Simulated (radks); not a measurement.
# Polarisabilities and dispersion coefficients of Ta, W⁺, Re²⁺ and others

Aim: static dipole polarisabilities and C6 coefficients, each species in its NIST ground configuration. After each ground state the linear response is solved; its values go to the run's result record, not to the log. Response by self-consistent Sternheimer equations with the Hartree and adiabatic LDA kernel.

Program: radks (a radial shooting solver on a logarithmic mesh, Libxc functionals) version 1. Level of theory: non-relativistic Kohn-Sham, LB94 model potential, spin-polarised, spherical densities, point nucleus; open shells are filled with parallel spins first. These are calculated values, not measurements, unless marked.

## (1) What is computed

```
species : Ta ([Xe] 4f14 5d3 6s2), W⁺ ([Xe] 4f14 5d4 6s1), Re²⁺ ([Xe] 4f14 5d5), Os³⁺ ([Xe] 4f14 5d5), Ir⁴⁺ ([Xe] 4f14 5d5), Pt⁵⁺ ([Xe] 4f14 5d5), Au⁶⁺ ([Xe] 4f14 5d5), Hg⁷⁺ ([Xe] 4f14 5d5), Tl⁸⁺ ([Xe] 4f14 5d5)
```

LB94 adds a gradient term to the LDA potential that gives it a −1/r tail. It is a model potential with no energy functional, so Etot and Exc are not given.

## (2) Ta, [Xe] 4f14 5d3 6s2

Input:

```text
Z 73
configuration [Xe] 4f14 5d3 6s2
relativity non-relativistic
functional lda,pw
model_potential LB94
spin polarised
nucleus point
response adiabatic LDA kernel
```

## (3) W⁺, [Xe] 4f14 5d4 6s1

Changes since step 2:

```diff
@@ -1,3 +1,3 @@
-Z 73
-configuration [Xe] 4f14 5d3 6s2
+Z 74
+configuration [Xe] 4f14 5d4 6s1
 relativity non-relativistic
```

## (4) Re²⁺, [Xe] 4f14 5d5

Changes since step 3:

```diff
@@ -1,3 +1,3 @@
-Z 74
-configuration [Xe] 4f14 5d4 6s1
+Z 75
+configuration [Xe] 4f14 5d5
 relativity non-relativistic
```

## (5) Os³⁺, [Xe] 4f14 5d5

Changes since step 4:

```diff
@@ -1,2 +1,2 @@
-Z 75
+Z 76
 configuration [Xe] 4f14 5d5
```

## (6) Ir⁴⁺, [Xe] 4f14 5d5

Changes since step 5:

```diff
@@ -1,2 +1,2 @@
-Z 76
+Z 77
 configuration [Xe] 4f14 5d5
```

## (7) Pt⁵⁺, [Xe] 4f14 5d5

Changes since step 6:

```diff
@@ -1,2 +1,2 @@
-Z 77
+Z 78
 configuration [Xe] 4f14 5d5
```

## (8) Au⁶⁺, [Xe] 4f14 5d5

Changes since step 7:

```diff
@@ -1,2 +1,2 @@
-Z 78
+Z 79
 configuration [Xe] 4f14 5d5
```

## (9) Hg⁷⁺, [Xe] 4f14 5d5

Changes since step 8:

```diff
@@ -1,2 +1,2 @@
-Z 79
+Z 80
 configuration [Xe] 4f14 5d5
```

## (10) Tl⁸⁺, [Xe] 4f14 5d5

Changes since step 9:

```diff
@@ -1,2 +1,2 @@
-Z 80
+Z 81
 configuration [Xe] 4f14 5d5
```

**Question.** What will these runs give? Wanted: for each run, species; −ε(HOMO); α; α uncoupled; C6; recommended α.

As calculated:

```csv
species,−ε(HOMO) (eV),α (bohr³),α uncoupled (bohr³),C6 (hartree bohr⁶),recommended α (bohr³)
Ta,7.243,83.73,167.6,1023,74
W⁺,15.887,37.09,60.11,294.9,-
Re²⁺,29.596,10.38,15.25,65.22,-
Os³⁺,44.315,6.390,9.430,35.79,-
Ir⁴⁺,60.753,4.407,6.545,22.22,-
Pt⁵⁺,78.764,3.261,4.872,14.91,-
Au⁶⁺,98.252,2.530,3.799,10.56,-
Hg⁷⁺,119.15,2.030,3.060,7.775,-
Tl⁸⁺,141.41,1.671,2.525,5.899,-
```

In words: Uncoupled leaves out the potential induced by the response; C6 and C8 are for like pairs. Ta is the most polarisable and Tl⁸⁺ the least, a factor 50.1 apart. For the pair Ta–Tl⁸⁺ the Casimir-Polder integral gives C6 = 45.66, the rule 2·Ca·Cb/(Ca·αb/αa + Cb·αa/αb) on the like-pair values 38.20. Against the recommended values (Schwerdtfeger and Nagle, 2023 table) the misses are Ta +13 %. For heavy and open-shell atoms this level can miss by tens of per cent.
